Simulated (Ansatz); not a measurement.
# B27SeN26 (Qingsongite): the cost of one run

Method: DFT, PBE, plane-wave PAW, default files, scalar-relativistic, as far as a step names no other, in Ansatz 0.2.0.

### 1 The structure to begin with

Symmetry: Cm, No. 8, monoclinic system. Conventional cell: a = 13.282 Å, b = 7.669 Å, c = 7.669 Å, α = 90.00°, β = 125.26°, γ = 90.00°. B (site symmetry m) has 3 N at 1.57 Å and 1 Se at 1.66 Å as nearest neighbours. B (site symmetry m) is surrounded by 1 Se at 1.47 Å and 3 N at 1.57 Å. B (site symmetry m) has 4 N at 1.57 Å as nearest neighbours. B (site symmetry 1) is surrounded by 3 N at 1.57 Å and 1 Se at 1.57 Å. B (site symmetry 1) has 4 N at 1.57 Å as nearest neighbours. Only part of the 36 independent sites is listed.

As a file:

```xyz
54
Lattice="0.0000 5.4225 5.4225 5.4225 0.0000 5.4225 5.4225 5.4225 0.0000" Properties=species:S:1:pos:R:3 pbc="T T T"
B     0.0000    0.0000    0.0000
B     1.8075    1.8075    0.0000
B     3.6150    3.6150    0.0000
B     1.8075    0.0000    1.8075
B     3.6150    1.8075    1.8075
B     5.4225    3.6150    1.8075
B     3.6150    0.0000    3.6150
B     5.4225    1.8075    3.6150
B     7.2300    3.6150    3.6150
B     0.0000    1.8075    1.8075
B     1.8075    3.6150    1.8075
B     3.6150    5.4225    1.8075
B     1.8075    1.8075    3.6150
B     3.6150    3.6150    3.6150
B     5.4225    5.4225    3.6150
B     3.6150    1.8075    5.4225
B     5.4225    3.6150    5.4225
B     7.2300    5.4225    5.4225
B     0.0000    3.6150    3.6150
B     1.8075    5.4225    3.6150
B     3.6150    7.2300    3.6150
B     1.8075    3.6150    5.4225
B     3.6150    5.4225    5.4225
B     5.4225    7.2300    5.4225
B     3.6150    3.6150    7.2300
B     5.4225    5.4225    7.2300
B     7.2300    7.2300    7.2300
Se    0.9886    0.9886    0.9037
N     2.7113    2.7113    0.9037
N     4.5187    4.5187    0.9037
N     2.7112    0.9037    2.7113
N     4.5188    2.7113    2.7113
N     6.3263    4.5187    2.7113
N     4.5187    0.9037    4.5187
N     6.3263    2.7113    4.5187
N     8.1338    4.5187    4.5187
N     0.9037    2.7112    2.7112
N     2.7113    4.5188    2.7112
N     4.5187    6.3263    2.7112
N     2.7112    2.7112    4.5188
N     4.5188    4.5188    4.5188
N     6.3263    6.3263    4.5188
N     4.5187    2.7112    6.3263
N     6.3263    4.5188    6.3263
N     8.1338    6.3263    6.3263
N     0.9037    4.5187    4.5187
N     2.7113    6.3263    4.5187
N     4.5187    8.1338    4.5187
N     2.7112    4.5187    6.3263
N     4.5188    6.3263    6.3263
N     6.3263    8.1338    6.3263
N     4.5187    4.5187    8.1338
N     6.3263    6.3263    8.1338
N     8.1338    8.1338    8.1338
```

Atom 28 of the input is the impurity.

### 2 Relaxing the atoms in the given cell

Contents of input.yaml:

```yaml
crystal:
  lattice:
    - [0.0, 5.4225, 5.4225]
    - [5.4225, 0.0, 5.4225]
    - [5.4225, 5.4225, 0.0]
  atoms:
    - { symbol: B, position: [0.0, 0.0, 0.0] }
    - { symbol: B, position: [0.0, 0.0, 0.3333333333] }
    - { symbol: B, position: [0.0, 0.0, 0.6666666667] }
    - { symbol: B, position: [0.0, 0.3333333333, 0.0] }
    - { symbol: B, position: [0.0, 0.3333333333, 0.3333333333] }
    - { symbol: B, position: [0.0, 0.3333333333, 0.6666666667] }
    - { symbol: B, position: [0.0, 0.6666666667, 0.0] }
    - { symbol: B, position: [0.0, 0.6666666667, 0.3333333333] }
    - { symbol: B, position: [0.0, 0.6666666667, 0.6666666667] }
    - { symbol: B, position: [0.3333333333, 0.0, 0.0] }
    - { symbol: B, position: [0.3333333333, 0.0, 0.3333333333] }
    - { symbol: B, position: [0.3333333333, 0.0, 0.6666666667] }
    - { symbol: B, position: [0.3333333333, 0.3333333333, 0.0] }
    - { symbol: B, position: [0.3333333333, 0.3333333333, 0.3333333333] }
    - { symbol: B, position: [0.3333333333, 0.3333333333, 0.6666666667] }
    - { symbol: B, position: [0.3333333333, 0.6666666667, 0.0] }
    - { symbol: B, position: [0.3333333333, 0.6666666667, 0.3333333333] }
    - { symbol: B, position: [0.3333333333, 0.6666666667, 0.6666666667] }
    - { symbol: B, position: [0.6666666667, 0.0, 0.0] }
    - { symbol: B, position: [0.6666666667, 0.0, 0.3333333333] }
    - { symbol: B, position: [0.6666666667, 0.0, 0.6666666667] }
    - { symbol: B, position: [0.6666666667, 0.3333333333, 0.0] }
    - { symbol: B, position: [0.6666666667, 0.3333333333, 0.3333333333] }
    - { symbol: B, position: [0.6666666667, 0.3333333333, 0.6666666667] }
    - { symbol: B, position: [0.6666666667, 0.6666666667, 0.0] }
    - { symbol: B, position: [0.6666666667, 0.6666666667, 0.3333333333] }
    - { symbol: B, position: [0.6666666667, 0.6666666667, 0.6666666667] }
    - { symbol: Se, position: [0.0833333333, 0.0833333333, 0.0989816162], spin: 1.0 }
    - { symbol: "N", position: [0.0833333333, 0.0833333333, 0.4166666667] }
    - { symbol: "N", position: [0.0833333333, 0.0833333333, 0.75] }
    - { symbol: "N", position: [0.0833333333, 0.4166666667, 0.0833333333] }
    - { symbol: "N", position: [0.0833333333, 0.4166666667, 0.4166666667] }
    - { symbol: "N", position: [0.0833333333, 0.4166666667, 0.75] }
    - { symbol: "N", position: [0.0833333333, 0.75, 0.0833333333] }
    - { symbol: "N", position: [0.0833333333, 0.75, 0.4166666667] }
    - { symbol: "N", position: [0.0833333333, 0.75, 0.75] }
    - { symbol: "N", position: [0.4166666667, 0.0833333333, 0.0833333333] }
    - { symbol: "N", position: [0.4166666667, 0.0833333333, 0.4166666667] }
    - { symbol: "N", position: [0.4166666667, 0.0833333333, 0.75] }
    - { symbol: "N", position: [0.4166666667, 0.4166666667, 0.0833333333] }
    - { symbol: "N", position: [0.4166666667, 0.4166666667, 0.4166666667] }
    - { symbol: "N", position: [0.4166666667, 0.4166666667, 0.75] }
    - { symbol: "N", position: [0.4166666667, 0.75, 0.0833333333] }
    - { symbol: "N", position: [0.4166666667, 0.75, 0.4166666667] }
    - { symbol: "N", position: [0.4166666667, 0.75, 0.75] }
    - { symbol: "N", position: [0.75, 0.0833333333, 0.0833333333] }
    - { symbol: "N", position: [0.75, 0.0833333333, 0.4166666667] }
    - { symbol: "N", position: [0.75, 0.0833333333, 0.75] }
    - { symbol: "N", position: [0.75, 0.4166666667, 0.0833333333] }
    - { symbol: "N", position: [0.75, 0.4166666667, 0.4166666667] }
    - { symbol: "N", position: [0.75, 0.4166666667, 0.75] }
    - { symbol: "N", position: [0.75, 0.75, 0.0833333333] }
    - { symbol: "N", position: [0.75, 0.75, 0.4166666667] }
    - { symbol: "N", position: [0.75, 0.75, 0.75] }
magnetization:
  spin_polarized: true
kpoints:
  mp_grid: { grid: [3, 3, 3] }
scf:
  occupations: { method: fermi_dirac, width: 0.01 }
hamiltonian:
  xc: pbe
  pseudopotentials: { kind: paw }
output:
  forces: true
  stress: true
  populations: true
  efg:
    quadrupole_moments_barn: { B: 0.04059, "N": 0.02044 }
    contact_densities: true
relax:
  f_tol: 0.03
  max_steps: 40
```

On the command line:

```sh
ansatz run input.yaml --threads 4 --pin off --max-ram 8192MiB --backend cpu --events-out ev --progress --plain --runs-dir out
```

What time and memory should one allow on 4 threads of AMD EPYC 9R45 (Zen 5), shared host?

About 79 s, with a peak of 2.2 GiB.
